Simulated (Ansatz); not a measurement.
# BBrH2: the cost of one run

Program: Ansatz 0.2.0 through its Python package. Level of theory: PBE+D3(BJ)/def2-SVP. These are calculated values, not measurements.

### Step 1. Starting point

Bond lengths: B1–Br2 1.940 Å, B1–H3 1.220 Å, B1–H4 1.231 Å. Angles: Br2–B1–H3 124.4°, Br2–B1–H4 118.0°, H3–B1–H4 117.6°.

The script holds or builds the structure itself.

### Step 2. The script

relaxed_scan_bbrh2.py reads:

```python
import ansatz as az
import numpy as np

GEOMETRY = '''
B    -0.13740   -0.01020   -0.08340
Br    1.54780   -0.35550    0.81460
H    -1.17980   -0.59560    0.15920
H    -0.17510    0.90100   -0.91070
'''

geometry = az.Crystal.molecule()
for line in GEOMETRY.strip().splitlines():
    symbol, *xyz = line.split()
    geometry = geometry.atom(symbol, [float(v) for v in xyz])

calc = geometry.calculation().basis(gaussian='def2-SVP').functional('pbe', dispersion='d3bj')
symbols = [site.symbol for site in geometry.cartesian_sites]
pairs = [(0, 1), (0, 2), (0, 3)]
print('held (A)   E (eV)        ', '  '.join(f'{symbols[i]}{i}-{symbols[j]}{j}' for i, j in pairs))
for length in [1.13, 1.23, 1.33, 1.48, 1.66]:
    r = calc.relax(constraints=[az.DistanceConstraint((0, 3), at=length)], force_tolerance=0.02, max_steps=60).run(threads=1, pin='off').report
    xyz = np.array(r['positions_ang'])
    print(f'{length:6.2f} {r["free_energy_ev"]:14.5f}  ', '  '.join(f'{np.linalg.norm(xyz[i] - xyz[j]):.3f}' for i, j in pairs))
```

### Step 3. The calls as engine input

The engine receives this input (first run):

```yaml
crystal:
  periodic: [false, false, false]
  atoms:
    - { symbol: B, position_ang: [-0.1374, -0.0102, -0.0834] }
    - { symbol: Br, position_ang: [1.5478, -0.3555, 0.8146] }
    - { symbol: H, position_ang: [-1.1798, -0.5956, 0.1592] }
    - { symbol: H, position_ang: [-0.1751, 0.901, -0.9107] }
basis:
  gaussian:
    orbitals: def2-SVP
hamiltonian:
  xc: pbe
  dispersion: d3bj
relax:
  f_tol: 0.02
  max_steps: 60
  constraints:
    - { distance: [0, 3], at: 1.13 }
```

### Step 4. Running it

Command:

```sh
python relaxed_scan_bbrh2.py
```

**Question.** How long does this script take on 1 thread of Arm Neoverse V2, shared host, and how much memory does it need?

About 22 s, with a peak of 0.18 GiB.
